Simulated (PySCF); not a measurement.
# C2H3BS2: the cost of one run

Method: levels as typed in each script, gas phase, geometry from GFN2-xTB; program: PySCF 2.14.0.

## 1. The system as given

8 atoms, charge 0, spin multiplicity 1.

Bond lengths: B1–S2 1.777 Å, B1–S5 1.777 Å, B1–H6 1.161 Å, S2–C3 1.744 Å, C3–C4 1.335 Å, C3–H7 1.075 Å, C4–S5 1.744 Å, C4–H8 1.075 Å. Angles: S2–B1–S5 113.8°, S2–B1–H6 123.1°, S5–B1–H6 123.1°, B1–S2–C3 95.0°, S2–C3–C4 118.1°, S2–C3–H7 116.9°, C4–C3–H7 125.0°, C3–C4–S5 118.1°, C3–C4–H8 125.0°, S5–C4–H8 116.9°, B1–S5–C4 95.0°.

Geometry (Å):

```xyz
8

B     0.0000   -1.2835    0.0000
S     1.4888   -0.3138    0.0000
C     0.6674    1.2244    0.0000
C    -0.6674    1.2244    0.0000
S    -1.4888   -0.3138    0.0000
H     0.0000   -2.4442    0.0000
H     1.2842    2.1045    0.0000
H    -1.2842    2.1045    0.0000
```

## 2. Excited states (BHandHLYP/6-31+g*)

The input, input.py:

```python
import numpy as np
from pyscf import gto, scf, dft, tdscf
from pyscf.scf import atom_ks, atom_hf
from scipy.linalg import block_diag

def solve(mol, dm0=None, hcore=None):
    mf = (dft.UKS if mol.spin else dft.RKS)(mol, xc='bhandhlyp')
    mf.grids.level = 3
    mf = mf.density_fit(auxbasis='def2-universal-jkfit')
    mf.conv_tol, mf.max_cycle = 1e-8, 80
    if hcore is not None:
        mf.get_hcore = lambda *args: hcore
    mf.kernel(dm0)
    if not mf.converged:
        mf = mf.newton().run(mf.mo_coeff, mf.mo_occ, max_cycle=30)
    assert mf.converged, 'SCF not converged'
    return mf

mol = gto.M(atom='''
B      0.00000    -1.28352     0.00000
S      1.48875    -0.31376     0.00000
C      0.66745     1.22443     0.00000
C     -0.66745     1.22443     0.00000
S     -1.48875    -0.31376     0.00000
H      0.00000    -2.44423     0.00000
H      1.28416     2.10449     0.00000
H     -1.28416     2.10449     0.00000
''', basis='6-31+g*', charge=0, spin=0, verbose=4)
mf = solve(mol)
td = mf.TDDFT()
td.nstates, td.singlet, td.conv_tol = 4, True, 1e-5
td.kernel()
td.analyze()
x, y = np.array([p[0] for p in td.xy]), np.array([p[1] + 0 * p[0] for p in td.xy])
f, mu = td.oscillator_strength(), td.transition_dipole()
nto = [td.get_nto(state=i + 1, verbose=4) for i in range(len(td.e))]
# spherically averaged free atoms, for the promolecule
atm = atom_ks.get_atm_nrks(mol, xc='bhandhlyp')
pro = block_diag(*[(atm[a[0]][2] * atm[a[0]][3]) @ atm[a[0]][2].T for a in mol._atom])
np.savez('result.npz', e=td.e, f=f, ok=td.converged, w=[n[0] for n in nto], nto=[n[1] for n in nto], x=x, y=y, c=mf.mo_coeff, occ=mf.mo_occ, eps=mf.mo_energy, pro=pro, mu=mu)
```

Command:

```bash
> OMP_NUM_THREADS=1 python input.py
```

Q: Estimate wall time and peak memory on 1 thread of Arm Neoverse V1, shared host.

About 5.5 min, with a peak of 0.62 GiB.
